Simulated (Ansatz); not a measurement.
# Y (fcc type): how the settings move a single-point run

Aim: see which settings change the result for Y (fcc type), by how much, and at what cost.

This is Y in the fcc structure; at room conditions it is hcp.

Method: reference: DFT, LDA, all-electron LAPW, scalar-relativistic, in Ansatz 0.2.0.

### 1 Starting point

Symmetry: Fm-3m, No. 225, cubic system. The conventional cell has a = 4.905 Å, b = 4.905 Å, c = 4.905 Å, α = 90.00°, β = 90.00°, γ = 90.00°. Y (site symmetry m-3m) is surrounded by 12 Y at 3.47 Å.

Structure file:

```
Y
1.0
     0.00000    2.45237    2.45237
     2.45237    0.00000    2.45237
     2.45237    2.45237    0.00000
Y
1
Direct
  0.00000 0.00000 0.00000
```

### 2 The reference run

Contents of input.yaml:

```yaml
crystal:
  lattice:
    - [0.0, 2.4523666429, 2.4523666429]
    - [2.4523666429, 0.0, 2.4523666429]
    - [2.4523666429, 2.4523666429, 0.0]
  atoms:
    - { symbol: "Y", position: [0.0, 0.0, 0.0] }
kpoints:
  mp_grid: { grid: [13, 13, 13] }
  band_path:
    path:
      - [0.0, 0.0, 0.0]
      - [0.5, 0.0, 0.5]
      - [0.625, 0.25, 0.625]
      - [0.375, 0.375, 0.75]
      - [0.0, 0.0, 0.0]
      - [0.5, 0.5, 0.5]
      - [0.5, 0.25, 0.75]
      - [0.5, 0.0, 0.5]
    npoints: 14
scf:
  occupations: { method: fermi_dirac, width: 0.08 }
hamiltonian:
  xc: lda
  pseudopotentials: { kind: all_electron, lapw: { basis_error: 0.001 } }
output:
  forces: true
  stress: true
  eigenvalues: true
  populations: true
  dos: { projected: true, de: 0.2, e_range: [-14, 8] }
```

On the command line:

```sh
> ansatz run input.yaml --threads 1 --pin off --max-ram 2048MiB --backend cpu --events-out ev --progress --plain --runs-dir out
```

### 3 Changed: symmetry.detect false, dr2_threshold 1.0e-08

Edit input.yaml of step 2 so:

```diff
@@ -7,2 +7,3 @@
     - { symbol: "Y", position: [0.0, 0.0, 0.0] }
+  symmetry: { detect: false }
 kpoints:
@@ -22,2 +23,3 @@
   occupations: { method: fermi_dirac, width: 0.08 }
+  convergence: { dr2_threshold: 1.0e-08 }
 hamiltonian:
@@ -30,2 +32 @@
   populations: true
-  dos: { projected: true, de: 0.2, e_range: [-14, 8] }
```

**Question.** What will these runs give? Wanted: for each run, ending; energy change; pressure; gap; force.

**Answer**, as computed:

```
                                            run     ending  energy change  pressure (GPa)  gap (eV)  force (eV/Å)  cycles     time
                                      reference  converged              0             0.0      0.00          0.00       7    7.6 s
1: symmetry.detect false, dr2_threshold 1.0e-08  converged   0.0 meV/atom             0.0      0.00          0.00       7  1.8 min
```

Times don't compare one to one where runs were asked for different outputs or read a saved state (see the inputs); cycles may leave out searches for a lower state.

Residual by cycle in the longest SCF loop of each run; runs are numbered as in the table. The quantity is the density residual dr2, in eV.

```
cycle  reference    run 1
    1     0.0139   0.0139
    2    0.00564  0.00564
    3    0.00193  0.00193
    4     3.1e-4   3.1e-4
    5     2.3e-5   2.3e-5
    6     1.6e-6   1.6e-6
    7     3.4e-9   3.4e-9
```

**Reading.** Energy and cycle count are those of the reference, so the change (use of symmetry and convergence setting) left the result and the number of cycles as they were.
